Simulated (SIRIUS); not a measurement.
AlSn under changes of volume

One of the cells (25.741 Å³/atom); the others are scaled copies at fixed shape and fractional positions:

```
CELL_PARAMETERS angstrom
4.22591 0.00000 0.00000
-2.11295 3.65974 0.00000
0.00000 0.00000 3.32875
ATOMIC_POSITIONS crystal
Sn 0.33333 0.66667 0.50000
Al 0.00000 0.00000 0.00000
```

The cell comes from a database or a generator and needn't be the stable form of this composition.

- Program: SIRIUS 7.10.0
- Functional: PBEsol
- Potentials or basis: PseudoDojo 0.4.1 PBEsol standard (scalar relativistic)
- Cutoff: 983 eV
- Density cutoff: 3932 eV
- k mesh: 7 × 7 × 8
- Occupations: fermi-dirac, width 0.05 eV
- Spin: no spin polarisation

```tsv
volume (Å³/atom)	energy over the lowest point (meV/atom)	pressure (GPa)
23.722	3.40	1.7
24.227	0.00	0.4
24.731	0.46	-0.8
25.741	11.39	-2.7
26.245	?	?
26.750	33.13	-4.2
```

What does the run at 26.245 Å³/atom give?

Energy over the lowest point 21.11 meV/atom; pressure -3.5 GPa.

Worked out: A Birch-Murnaghan fit of order 3 (a polynomial in V^(-2/3)) to the other rows has its minimum at 24.41 Å³/atom with B0 = V·E''(V) = 57 GPa and B' = 4.9 at fixed shape and positions, which overstates the stiffness. It gives 21.05 meV/atom at 26.245 Å³/atom, against the run's 21.11, and -dE/dV = -3.5 GPa, against -3.5.

Energies are extrapolated to zero smearing.
